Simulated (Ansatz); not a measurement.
# KZnF3: the cost of one run

Method: DFT r2SCAN, scalar-relativistic, plane waves, PAW, in Ansatz 0.2.0.

### Step 1. The starting structure

The structure is cubic, space group Pm-3m (No. 221). Conventional cell: a = 4.050 Å, b = 4.050 Å, c = 4.050 Å, α = 90.00°, β = 90.00°, γ = 90.00°. Around K (site symmetry m-3m) lie 12 F at 2.86 Å. Zn (site symmetry m-3m) is surrounded by 6 F at 2.02 Å. F (site symmetry 4/mmm) has 2 Zn at 2.02 Å and 4 K at 2.86 Å in its first shell of neighbours.

Coordinates:

```
CELL_PARAMETERS angstrom
4.05000 0.00000 0.00000
0.00000 4.05000 0.00000
0.00000 0.00000 4.05000
ATOMIC_POSITIONS crystal
K 0.00000 0.00000 0.00000
Zn 0.50000 0.50000 0.50000
F 0.50000 0.50000 0.00000
F 0.00000 0.50000 0.50000
F 0.50000 0.00000 0.50000
```

No relaxation comes first: the listed cell is the starting point.

### Step 2. Zero of energy

Reference values: F = -7302.8956 eV; pressure -0.23 GPa; largest force 0.000 eV/Å; gap on the mesh 4.63 eV. It was computed beforehand with the settings of the runs below.

### Step 3. Next: energy and stress against strain

The cell is strained by ε times the Voigt pattern (0, 0, 0, 1, 0, 0) (xx, yy, zz, yz, xz, xy; engineering shear), with fractional coordinates fixed (clamped ions). The stress on the pattern is the sum of the stress components weighted by it, tension positive.

### Step 4. At ε = -0.0200

Contents of input.yaml:

```yaml
crystal:
  lattice:
    - [4.05, 0.0, 0.0]
    - [0.0, 4.05, -0.0405]
    - [0.0, -0.0405, 4.05]
  atoms:
    - { symbol: K, position: [0.0, 0.0, 0.0] }
    - { symbol: Zn, position: [0.5, 0.5, 0.5] }
    - { symbol: F, position: [0.5, 0.5, 0.0] }
    - { symbol: F, position: [0.0, 0.5, 0.5] }
    - { symbol: F, position: [0.5, 0.0, 0.5] }
basis:
  ecutwfc: 500
kpoints:
  mp_grid: { grid: [6, 6, 6] }
hamiltonian:
  xc: r2scan
scf:
  occupations: { method: gaussian, width: 0.05 }
output:
  forces: true
  stress: true
  eigenvalues: true
```

Command:

```
$ ansatz run input.yaml --threads 1 --pin off --max-ram 2560MiB --backend cpu --events-out ev --progress --plain --runs-dir out
```

Q: Estimate wall time and peak memory on 1 thread of Arm Neoverse V1, shared host.

About 14 s, with a peak of 0.49 GiB.
